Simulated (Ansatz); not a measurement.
**C2H9AlBN: basis-set convergence**

How large a basis does C2H9AlBN need? Two functionals are run in growing sets.

Method: one geometry, several basis sets; program: Ansatz 0.2.0, Gaussian basis.

Levels to be run: PBE0-D4/def2-SVP; ωB97M-V/def2-SVP; PBE0-D4/def2-QZVPP; ωB97M-V/def2-QZVPP; the functionals' def2-TZVPP values are taken from earlier runs.

### Step 1. The geometry

All runs share one geometry, relaxed beforehand with PBE0-D4 in a triple-zeta def2 set.

14 atoms, charge 0, spin multiplicity 1.

Atoms are counted from 1 here; the program's logs count them from 0.

Bond lengths: C1–B2 1.569 Å, C1–H6 1.092 Å, C1–H7 1.096 Å, C1–H8 1.096 Å, B2–N3 1.413 Å, B2–H9 1.207 Å, N3–Al4 1.805 Å, N3–H10 1.012 Å, Al4–C5 1.948 Å, Al4–H11 1.582 Å, C5–H12 1.093 Å, C5–H13 1.095 Å, C5–H14 1.095 Å. Angles: B2–C1–H6 115.5°, B2–C1–H7 109.7°, B2–C1–H8 109.7°, H6–C1–H7 108.2°, H6–C1–H8 108.2°, H7–C1–H8 105.1°, C1–B2–N3 123.7°, C1–B2–H9 118.6°, N3–B2–H9 117.7°, B2–N3–Al4 131.4°, B2–N3–H10 113.3°, Al4–N3–H10 115.3°, N3–Al4–C5 118.0°, N3–Al4–H11 119.5°, C5–Al4–H11 122.5°, Al4–C5–H12 113.4°, Al4–C5–H13 110.8°, Al4–C5–H14 110.8° and more.

### Step 2. PBE0-D4 in def2-SVP

in.yaml

```yaml
crystal:
  periodic: [false, false, false]
  atoms:
    - {symbol: C, position_ang: [-2.474655, 0.133956, -0.378023]}
    - {symbol: B, position_ang: [-1.305194, -0.674248, -1.041854]}
    - {symbol: N, position_ang: [0.044402, -0.574955, -0.635689]}
    - {symbol: Al, position_ang: [0.833503, 0.410542, 0.654103]}
    - {symbol: C, position_ang: [2.761025, 0.246934, 0.879545]}
    - {symbol: H, position_ang: [-2.183304, 0.797203, 0.439403]}
    - {symbol: H, position_ang: [-2.987388, 0.734173, -1.138623]}
    - {symbol: H, position_ang: [-3.235553, -0.559144, -0.000836]}
    - {symbol: H, position_ang: [-1.564320, -1.424340, -1.951293]}
    - {symbol: H, position_ang: [0.668458, -1.165376, -1.171432]}
    - {symbol: H, position_ang: [-0.049767, 1.367203, 1.552600]}
    - {symbol: H, position_ang: [3.219701, -0.462924, 0.186736]}
    - {symbol: H, position_ang: [3.252097, 1.215448, 0.736936]}
    - {symbol: H, position_ang: [3.008193, -0.073575, 1.897127]}
basis:
  gaussian: {orbitals: def2-SVP}
hamiltonian: {xc: pbe0, dispersion: d4}
output: {orbitals: {seedname: orbitals}}
```

The runs that follow: ωB97M-V in def2-SVP; PBE0-D4 in def2-QZVPP; ωB97M-V in def2-QZVPP.

Q: Predict the results of all the runs planned. Wanted: PBE0-D4: double and triple zeta above quadruple; ωB97M-V: double and triple zeta above quadruple.

As calculated:

| quantity | value |
| --- | --- |
| PBE0-D4: double and triple zeta above quadruple | 7.69, 0.48 eV |
| ωB97M-V: double and triple zeta above quadruple | 7.95, 0.46 eV |

In words: For PBE0-D4 the step from double to triple zeta gains 7.21 eV and the next only 0.48 eV. Total energies overstate the basis error of differences, where much of it tends to cancel.
